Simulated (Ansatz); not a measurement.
# Eu: the cost of one run

Computed with Ansatz 0.2.0 (DFT PBE+U (U_eff = 6 eV on Eu 4f), scalar-relativistic, plane waves, PAW, unless a step's input says otherwise).

These runs use a low cutoff (300 eV) and a coarse mesh on purpose, to show what cheap settings give: their numbers aren't properties of the material.

## (1) The structure to begin with

Symmetry: Fmmm, No. 69, orthorhombic system. Conventional cell: a = 4.560 Å, b = 6.392 Å, c = 6.479 Å, α = 90.00°, β = 90.00°, γ = 90.00°. Eu (site symmetry mmm) has 8 Eu at 3.93 to 3.96 Å as nearest neighbours.

Structure file:

```
CELL_PARAMETERS angstrom
2.26005 -2.26005 2.28006
-2.26005 2.26005 2.28006
-4.58101 -4.58101 0.00000
ATOMIC_POSITIONS crystal
Eu 0.00000 0.00000 0.00000
Eu 0.50000 0.50000 0.50000
```

An earlier run at PBE+U (U_eff = 6 eV on Eu 4f) left this cell at 47.212 Å³/atom and 0.02 GPa (6×6×4 mesh). The large moments point both ways and cancel.

Volume factors to run: 0.980, 1.020, 0.960, 1.040.

## (2) Volume × 0.980

input.yaml reads:

```yaml
crystal:
  lattice:
    - [2.2448779643, -2.2448779643, 2.264755932]
    - [-2.2448779643, 2.2448779643, 2.264755932]
    - [-4.5502659388, -4.5502659388, 0.0]
  atoms:
    - { symbol: Eu, position: [0.0, 0.0, 0.0], spin: 7.81 }
    - { symbol: Eu, position: [0.5, 0.5, 0.5], spin: -7.81 }
basis:
  ecutwfc: 300
  ecutrho_ratio: 4
kpoints:
  mp_grid: { grid: [6, 6, 4] }
hamiltonian:
  xc: pbe
  hubbard:
    sites:
      - { species: Eu, l: f, u_eff: 6.0, starting_ns: start.occupation_matrices }
    ns_hold: { iters: 6 }
scf:
  occupations: { method: gaussian, width: 0.05 }
  lower_state_search: "off"
output:
  forces: true
  stress: true
  eigenvalues: true
  populations: true
magnetization:
  spin_polarized: true
relax:
  f_tol: 0.01
  max_steps: 40
  cell: { stress_tol: 0.1, fix: [volume] }
```

The open shells start from the occupation matrices of the run at the neighbouring geometry (file start.occupation_matrices).

Command:

```sh
> ansatz run input.yaml --threads 1 --pin off --max-ram 2560MiB --backend cpu --events-out ev --progress --plain --runs-dir out
```

Q: Estimate wall time and peak memory on 1 thread of Intel Xeon at 2.50GHz (Skylake/Cascade Lake), shared host.

About 28 s, with a peak of 0.48 GiB.
